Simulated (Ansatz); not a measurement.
# NbH8: the cost of one run

Computed with Ansatz 0.2.0 (DFT PBE, scalar-relativistic, plane waves, PAW, unless a step's input says otherwise).

**1. The system as given**

The structure is tetragonal, space group I4/mmm (No. 139). The conventional cell has a = 6.796 Å, b = 6.796 Å, c = 3.186 Å, α = 90.00°, β = 90.00°, γ = 90.00°. Nb (site symmetry 4/mmm) is surrounded by 12 H at 2.22 to 2.26 Å. H (site symmetry m2m) has 10 H at 2.24 to 2.27 Å and 2 Nb at 2.26 Å in its first shell of neighbours. H (site symmetry m2m) is surrounded by 1 Nb at 2.22 Å and 6 H at 2.24 to 2.26 Å.

Structure file:

```cif
data_structure
_symmetry_space_group_name_H-M 'P 1'
_symmetry_Int_Tables_number 1
_cell_length_a 5.0626
_cell_length_b 5.0626
_cell_length_c 5.0626
_cell_angle_alpha 95.683
_cell_angle_beta 95.683
_cell_angle_gamma 143.317
_cell_volume 73.58
loop_
_atom_site_label
_atom_site_type_symbol
_atom_site_fract_x
_atom_site_fract_y
_atom_site_fract_z
_atom_site_occupancy
Nb1 Nb 0.00000 0.00000 0.00000 1
H1 H 0.33300 0.33300 0.66600 1
H2 H 0.33300 0.66700 0.00000 1
H3 H 0.66700 0.66700 0.33400 1
H4 H 0.66700 0.33300 0.00000 1
H5 H 0.00000 0.32700 0.32700 1
H6 H 0.32700 0.00000 0.32700 1
H7 H 0.00000 0.67300 0.67300 1
H8 H 0.67300 0.00000 0.67300 1
```

Recipe of the guess: species swapped into a database cell of TiPt8 (I4/mmm, No. 139), with Nb on the Ti sites and H on the Pt sites. The dimensions are guesses.

**2. Probe: one point on a coarse mesh**

The input, input.yaml:

```yaml
crystal:
  lattice:
    - [-3.39793833, 3.39793833, 1.59309017]
    - [3.39793833, -3.39793833, 1.59309017]
    - [3.39793833, 3.39793833, -1.59309017]
  atoms:
    - { symbol: Nb, position: [0.0, 0.0, 0.0] }
    - { symbol: H, position: [0.333, 0.333, 0.66600001] }
    - { symbol: H, position: [0.333, 0.667, 0.0] }
    - { symbol: H, position: [0.667, 0.667, 0.33399999] }
    - { symbol: H, position: [0.667, 0.333, 0.0] }
    - { symbol: H, position: [0.0, 0.32699999, 0.32699999] }
    - { symbol: H, position: [0.32699999, 0.0, 0.32699999] }
    - { symbol: H, position: [0.0, 0.67300001, 0.67300001] }
    - { symbol: H, position: [0.67300001, 0.0, 0.67300001] }
basis:
  ecutwfc: 420
kpoints:
  mp_grid: { grid: [6, 6, 6] }
hamiltonian:
  xc: pbe
scf:
  occupations: { method: gaussian, width: 0.1 }
  lower_state_search: "off"
output:
  forces: true
  stress: true
  eigenvalues: true
```

Started as:

```sh
$ ansatz run input.yaml --threads 1 --pin off --max-ram 2560MiB --backend cpu --events-out ev --progress --plain --runs-dir out
```

Q: Estimate wall time and peak memory on 1 thread of Arm Neoverse N1, shared host.

About 3.9 s, with a peak of 0.34 GiB.
